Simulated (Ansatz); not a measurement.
# C2H7FO3Si: rotation by 180° about the Si4–C6 bond

Wanted: the energy profile along the rotation by 180° about the Si4–C6 bond, from relaxed end points and a band of images. SMILES of the start: OCO[SiH](O)CF.

All numbers below are computed with Ansatz 0.2.0 (RKS B3LYP-D4/def2-SVP).

## 1. The starting structure

Bond lengths: O1–C2 1.399 Å, C2–O3 1.431 Å, O3–Si4 1.642 Å, Si4–O5 1.668 Å, Si4–C6 1.927 Å, C6–F7 1.342 Å, O1–H8 0.944 Å, C2–H9 1.144 Å, C2–H10 1.088 Å, Si4–H11 1.441 Å, O5–H12 0.928 Å, C6–H13 1.128 Å, C6–H14 1.110 Å. Angles (14 of 21 angles, heavy atoms first): O1–C2–O3 111.4°, C2–O3–Si4 117.6°, O3–Si4–O5 106.9°, O3–Si4–C6 109.9°, O5–Si4–C6 110.7°, Si4–C6–F7 109.7°, O1–C2–H9 108.5°, O1–C2–H10 106.6°, O3–C2–H9 113.4°, O3–C2–H10 110.1°, C2–O1–H8 104.9°, O3–Si4–H11 111.6°, O5–Si4–H11 110.6°, C6–Si4–H11 107.2°.

Structure file:

```xyz
14

O     0.0584   -2.1565    0.6187
C     1.1702   -1.4002    0.2324
O     0.8297   -0.4527   -0.7842
Si    0.2926    1.0216   -0.3003
O     0.1994    1.9758   -1.6649
C    -1.4376    0.8482    0.5304
F    -1.9476    2.0662    0.7700
H    -0.0541   -2.7917   -0.0699
H     1.6256   -0.9209    1.1656
H     1.9089   -2.1047   -0.1447
H     1.1753    1.6135    0.6730
H    -0.2612    1.6334   -2.3936
H    -2.1903    0.3087   -0.1143
H    -1.3822    0.3299    1.5106
```

## 2. Relaxing end A

File input.yaml:

```yaml
crystal:
  periodic: [false, false, false]
  atoms:
    - { symbol: O, position_ang: [0.0584, -2.1565, 0.6187] }
    - { symbol: C, position_ang: [1.1702, -1.4002, 0.2324] }
    - { symbol: O, position_ang: [0.8297, -0.4527, -0.7842] }
    - { symbol: Si, position_ang: [0.2926, 1.0216, -0.3003] }
    - { symbol: O, position_ang: [0.1994, 1.9758, -1.6649] }
    - { symbol: C, position_ang: [-1.4376, 0.8482, 0.5304] }
    - { symbol: F, position_ang: [-1.9476, 2.0662, 0.77] }
    - { symbol: H, position_ang: [-0.0541, -2.7917, -0.0699] }
    - { symbol: H, position_ang: [1.6256, -0.9209, 1.1656] }
    - { symbol: H, position_ang: [1.9089, -2.1047, -0.1447] }
    - { symbol: H, position_ang: [1.1753, 1.6135, 0.673] }
    - { symbol: H, position_ang: [-0.2612, 1.6334, -2.3936] }
    - { symbol: H, position_ang: [-2.1903, 0.3087, -0.1143] }
    - { symbol: H, position_ang: [-1.3822, 0.3299, 1.5106] }
basis:
  gaussian: { orbitals: def2-SVP }
hamiltonian:
  xc: b3lyp
  dispersion: d4
relax:
  f_tol: 0.015
  max_steps: 40
output:
  orbitals: {}
```

Launch:

```sh
$ ansatz run input.yaml --threads 2 --pin off --max-ram 3072MiB --backend cpu --events-out ev --progress --plain --runs-dir out
```

The log of the run, shortened:

```text
Warning: RAYON_NUM_THREADS=2 ignored (pool sized by the plan → 2); use --threads N
[...]
Functional definition: B3LYP
[...]
1443 factors; integrals over basis functions are off by at most 3.2e-4 eV
[...]
mean field -18914.61956597 eV, -695.0994482597 hartree, gradient 7.2e-5 eV, S^2 0.000000; 0 other end points of the search recorded, 0 dependent functions left out
[...]
reference -18914.61981303 eV, -695.0994573390 hartree; 33, 33 occupied and 104, 104 virtual orbitals, 1443 factors
relax step   1: F+E_penalty+E_count = -18915.08536749 eV  Δ(F+E_penalty+E_count) = +0.000e0 eV  max|allowed force component| = 2.195e0 eV/Å  Δτ_max = 0.0000 Å  (26 SCF iters, accepted)
[...]
relax step   3: F+E_penalty+E_count = -18915.43384636 eV  Δ(F+E_penalty+E_count) = -5.257e-2 eV  max|allowed force component| = 6.188e-1 eV/Å  Δτ_max = 0.1745 Å  (28 SCF iters, accepted)
[...]
relax step   5: F+E_penalty+E_count = -18915.45453378 eV  Δ(F+E_penalty+E_count) = -2.069e-2 eV  max|allowed force component| = 1.995e-1 eV/Å  Δτ_max = 0.0978 Å  (28 SCF iters, accepted)
[...]
relax step   7: F+E_penalty+E_count = -18915.46079771 eV  Δ(F+E_penalty+E_count) = -1.578e-3 eV  max|allowed force component| = 1.054e-1 eV/Å  Δτ_max = 0.1275 Å  (29 SCF iters, accepted)
[...]
relax step   8: F+E_penalty+E_count = -18915.46350466 eV  Δ(F+E_penalty+E_count) = -2.707e-3 eV  max|allowed force component| = 4.864e-2 eV/Å  Δτ_max = 0.0258 Å  (29 SCF iters, accepted)
[...]
relax step   9: F+E_penalty+E_count = -18915.46473198 eV  Δ(F+E_penalty+E_count) = -1.227e-3 eV  max|allowed force component| = 4.737e-2 eV/Å  Δτ_max = 0.0412 Å  (29 SCF iters, accepted)
[...]
1443 factors; integrals over basis functions are off by at most 3.5e-4 eV
mean field -18914.99621149 eV, -695.1132897275 hartree, gradient 8.4e-6 eV, S^2 0.000000; 0 other end points of the search recorded, 0 dependent functions left out
[...]
reference -18914.99645926 eV, -695.1132988329 hartree; 33, 33 occupied and 104, 104 virtual orbitals, 1443 factors
```

## 3. More of the same log: end point A relaxed

Output, continued, shortened:

```text
relax step  10: F+E_penalty+E_count = -18915.46568479 eV  Δ(F+E_penalty+E_count) = -9.528e-4 eV  max|allowed force component| = 1.400e-1 eV/Å  Δτ_max = 0.0885 Å  (28 SCF iters, accepted)
[...]
relax step  15: F+E_penalty+E_count = -18915.46816041 eV  Δ(F+E_penalty+E_count) = -9.975e-5 eV  max|allowed force component| = 2.437e-2 eV/Å  Δτ_max = 0.0119 Å  (29 SCF iters, accepted)
[...]
relax step  16: F+E_penalty+E_count = -18915.46819651 eV  Δ(F+E_penalty+E_count) = -3.609e-5 eV  max|allowed force component| = 7.694e-3 eV/Å  Δτ_max = 0.0074 Å  (23 SCF iters, accepted)
1443 factors; integrals over basis functions are off by at most 3.5e-4 eV
[...]
mean field -18914.99967328 eV, -695.1134169458 hartree, gradient 1.1e-5 eV, S^2 0.000000; 1 other end points of the search recorded, 0 dependent functions left out
[...]
Atom 4 at     0.330103     2.038769    -1.547541 Å, force    -0.002864    -0.004239     0.000244 eV/Å
Atom 5 at    -1.517190     0.762963     0.360348 Å, force     0.000479    -0.000449    -0.000501 eV/Å
Atom 6 at    -2.123887     1.979851     0.655506 Å, force     0.000229     0.001748     0.000045 eV/Å
Atom 7 at    -0.357764    -2.432207     0.512601 Å, force    -0.001005    -0.001008     0.001469 eV/Å
Atom 8 at     2.078447    -1.068389     0.837774 Å, force     0.002010     0.000816     0.000142 eV/Å
Atom 9 at     1.711549    -2.289659    -0.430617 Å, force     0.000318    -0.000516    -0.001455 eV/Å
Atom 10 at     1.130390     1.601573     0.796056 Å, force     0.000001    -0.000089     0.000273 eV/Å
Atom 11 at    -0.289701     1.904795    -2.273614 Å, force     0.002046     0.001690     0.002321 eV/Å
Atom 12 at    -2.122182     0.232164    -0.400857 Å, force    -0.000469    -0.000920    -0.001238 eV/Å
Atom 13 at    -1.508270     0.123846     1.262254 Å, force     0.000714    -0.000590     0.000754 eV/Å
Dipole moment:    -0.084714    -0.577894    -0.290236 e Å
```

Run time: 64 s. Hardware: 2 threads of Arm Neoverse V2, shared host; peak memory 0.37 GiB.

Relaxation path:

| step | energy from step 1 (eV) | largest force component (eV/Å) |
| --- | --- | --- |
| 1 | 0.0000 | 2.1952 |
| 2 | -0.2959 | 0.8372 |
| 3 | -0.3485 | 0.6188 |
| 4x | -0.2465 | 1.3223 |
| 5 | -0.3692 | 0.1995 |
| 6 | -0.3739 | 0.1136 |
| 7 | -0.3754 | 0.1054 |
| 8 | -0.3781 | 0.0486 |
| 9 | -0.3794 | 0.0474 |
| 10 | -0.3803 | 0.1400 |
| 11 | -0.3811 | 0.0953 |
| 12 | -0.3821 | 0.0444 |
| 13 | -0.3825 | 0.0620 |
| 14 | -0.3827 | 0.0497 |
| 15 | -0.3828 | 0.0244 |
| 16 | -0.3828 | 0.0077 |

Step 1 is the start. 1 step was tried and not accepted (marked x).

After: Bond lengths: O1–C2 1.400 Å, C2–O3 1.401 Å, O3–Si4 1.679 Å, Si4–O5 1.653 Å, Si4–C6 1.894 Å, C6–F7 1.391 Å, O1–H8 0.968 Å, C2–H9 1.105 Å, C2–H10 1.105 Å, Si4–H11 1.484 Å, O5–H12 0.964 Å, C6–H13 1.108 Å, C6–H14 1.105 Å. Angles (14 of 21 angles, heavy atoms first): O1–C2–O3 112.7°, C2–O3–Si4 124.3°, O3–Si4–O5 109.0°, O3–Si4–C6 106.7°, O5–Si4–C6 112.1°, Si4–C6–F7 111.1°, O1–C2–H9 105.6°, O1–C2–H10 111.8°, O3–C2–H9 111.0°, O3–C2–H10 106.8°, C2–O1–H8 108.1°, O3–Si4–H11 110.4°, O5–Si4–H11 106.5°, C6–Si4–H11 112.1°.

## 4. Relaxing end B

The second end starts from a geometry with the move made by hand.

Changes to input.yaml since step 2:

```diff
@@ -9,3 +9,3 @@
     - { symbol: C, position_ang: [-1.4376, 0.8482, 0.5304] }
-    - { symbol: F, position_ang: [-1.9476, 2.0662, 0.77] }
+    - { symbol: F, position_ang: [-1.73848, -0.45107, 0.68012] }
     - { symbol: H, position_ang: [-0.0541, -2.7917, -0.0699] }
@@ -15,4 +15,4 @@
     - { symbol: H, position_ang: [-0.2612, 1.6334, -2.3936] }
-    - { symbol: H, position_ang: [-2.1903, 0.3087, -0.1143] }
-    - { symbol: H, position_ang: [-1.3822, 0.3299, 1.5106] }
+    - { symbol: H, position_ang: [-1.48653, 1.30736, 1.55998] }
+    - { symbol: H, position_ang: [-2.24614, 1.29102, -0.0882] }
 basis:
```

Launch:

```sh
$ ansatz run input.yaml --threads 2 --pin off --max-ram 3072MiB --backend cpu --events-out ev --progress --plain --runs-dir out
```

The log of the run, shortened:

```text
Warning: RAYON_NUM_THREADS=2 ignored (pool sized by the plan → 2); use --threads N
[...]
[... 1 set-up line as earlier in the session ...]
[...]
1444 factors; integrals over basis functions are off by at most 3.2e-4 eV
[...]
mean field -18914.34085575 eV, -695.0892058480 hartree, gradient 1.6e-5 eV, S^2 0.000000; 0 other end points of the search recorded, 0 dependent functions left out
[...]
reference -18914.34110461 eV, -695.0892149934 hartree; 33, 33 occupied and 104, 104 virtual orbitals, 1444 factors
relax step   1: F+E_penalty+E_count = -18914.82295604 eV  Δ(F+E_penalty+E_count) = +0.000e0 eV  max|allowed force component| = 2.100e0 eV/Å  Δτ_max = 0.0000 Å  (27 SCF iters, accepted)
[...]
relax step   4: F+E_penalty+E_count = -18915.30847756 eV  Δ(F+E_penalty+E_count) = -3.116e-2 eV  max|allowed force component| = 8.781e-1 eV/Å  Δτ_max = 0.1537 Å  (28 SCF iters, accepted)
[...]
relax step   7: F+E_penalty+E_count = -18915.45832901 eV  Δ(F+E_penalty+E_count) = -5.059e-2 eV  max|allowed force component| = 2.796e-1 eV/Å  Δτ_max = 0.1952 Å  (28 SCF iters, accepted)
[...]
relax step  10: F+E_penalty+E_count = -18915.56906416 eV  Δ(F+E_penalty+E_count) = -1.465e-2 eV  max|allowed force component| = 4.292e-1 eV/Å  Δτ_max = 0.1996 Å  (27 SCF iters, accepted)
[...]
relax step  11: F+E_penalty+E_count = -18915.58562488 eV  Δ(F+E_penalty+E_count) = -1.656e-2 eV  max|allowed force component| = 1.781e-1 eV/Å  Δτ_max = 0.0395 Å  (29 SCF iters, accepted)
[...]
relax step  12: F+E_penalty+E_count = -18915.58544536 eV  Δ(F+E_penalty+E_count) = +1.795e-4 eV  max|allowed force component| = 4.214e-1 eV/Å  Δτ_max = 0.2000 Å  (28 SCF iters, rejected (line search))
[...]
1444 factors; integrals over basis functions are off by at most 4.5e-4 eV
[...]
```

## 5. The output, continued: end point B relaxed

Output, continued, shortened:

```text
mean field -18915.10293747 eV, -695.1172118349 hartree, gradient 1.6e-5 eV, S^2 0.000000; 0 other end points of the search recorded, 0 dependent functions left out
[...]
reference -18915.10318838 eV, -695.1172210556 hartree; 33, 33 occupied and 104, 104 virtual orbitals, 1444 factors
relax step  13: F+E_penalty+E_count = -18915.59573426 eV  Δ(F+E_penalty+E_count) = -1.011e-2 eV  max|allowed force component| = 1.423e-1 eV/Å  Δτ_max = 0.0963 Å  (28 SCF iters, accepted)
[...]
relax step  18: F+E_penalty+E_count = -18915.60009775 eV  Δ(F+E_penalty+E_count) = -5.356e-5 eV  max|allowed force component| = 1.586e-2 eV/Å  Δτ_max = 0.0081 Å  (23 SCF iters, accepted)
[...]
relax step  19: F+E_penalty+E_count = -18915.60012244 eV  Δ(F+E_penalty+E_count) = -2.468e-5 eV  max|allowed force component| = 7.347e-3 eV/Å  Δτ_max = 0.0018 Å  (20 SCF iters, accepted)
[...]
Atom 4 at     0.130161     1.964686    -1.617050 Å, force    -0.002001    -0.003722    -0.007347 eV/Å
Atom 5 at    -1.484736     0.605443     0.446792 Å, force    -0.003843     0.006431     0.003710 eV/Å
Atom 6 at    -1.915762    -0.602510    -0.140275 Å, force     0.000747    -0.003524    -0.001486 eV/Å
Atom 7 at    -0.537554    -1.803152     0.644254 Å, force     0.000147    -0.000356    -0.000963 eV/Å
Atom 8 at     2.249375    -1.378281     0.709225 Å, force    -0.000822    -0.000329    -0.000841 eV/Å
Atom 9 at     1.376793    -2.293104    -0.568872 Å, force    -0.000739    -0.000200     0.001072 eV/Å
Atom 10 at     0.894711     1.965363     0.781049 Å, force    -0.003264    -0.002325    -0.000267 eV/Å
Atom 11 at     0.092327     1.465887    -2.442146 Å, force     0.000809     0.004594     0.006544 eV/Å
Atom 12 at    -1.460884     0.462273     1.540634 Å, force     0.000339     0.000543    -0.000284 eV/Å
Atom 13 at    -2.237687     1.379296     0.216342 Å, force     0.001920    -0.001073     0.000259 eV/Å
Dipole moment:    -0.081187    -0.064801    -0.107902 e Å
```

Wall time 77 s (2 threads of Arm Neoverse V2, shared host); peak memory 0.39 GiB.

The steps of the relaxation:

| step | energy from step 1 (eV) | largest force component (eV/Å) |
| --- | --- | --- |
| 1 | 0.0000 | 2.1002 |
| 2 | -0.3925 | 0.7290 |
| 3 | -0.4544 | 0.8583 |
| 4 | -0.4855 | 0.8781 |
| 5 | -0.5317 | 0.6480 |
| 6 | -0.5848 | 0.3735 |
| 7 | -0.6354 | 0.2796 |
| 8 | -0.6862 | 0.3149 |
| 9 | -0.7315 | 0.2539 |
| 10 | -0.7461 | 0.4292 |
| 11 | -0.7627 | 0.1781 |
| 12x | -0.7625 | 0.4214 |
| 13 | -0.7728 | 0.1423 |
| 14 | -0.7753 | 0.1476 |
| 15 | -0.7763 | 0.0773 |
| 16 | -0.7770 | 0.0194 |
| 17 | -0.7771 | 0.0344 |
| 18 | -0.7771 | 0.0159 |
| 19 | -0.7772 | 0.0073 |

Step 1 is the start. 1 step was tried and not accepted (marked x).

After: Bond lengths: O1–C2 1.390 Å, C2–O3 1.409 Å, O3–Si4 1.664 Å, Si4–O5 1.657 Å, Si4–C6 1.906 Å, C6–F7 1.411 Å, O1–H8 0.972 Å, C2–H9 1.104 Å, C2–H10 1.107 Å, Si4–H11 1.486 Å, O5–H12 0.965 Å, C6–H13 1.103 Å, C6–H14 1.104 Å. Angles (14 of 21 angles, heavy atoms first): O1–C2–O3 113.3°, C2–O3–Si4 129.6°, O3–Si4–O5 106.1°, O3–Si4–C6 109.6°, O5–Si4–C6 111.7°, Si4–C6–F7 110.2°, O1–C2–H9 106.5°, O1–C2–H10 112.3°, O3–C2–H9 109.6°, O3–C2–H10 106.3°, C2–O1–H8 108.2°, O3–Si4–H11 114.8°, O5–Si4–H11 106.3°, C6–Si4–H11 108.4°.

(Part 1 of 2 ends here.)
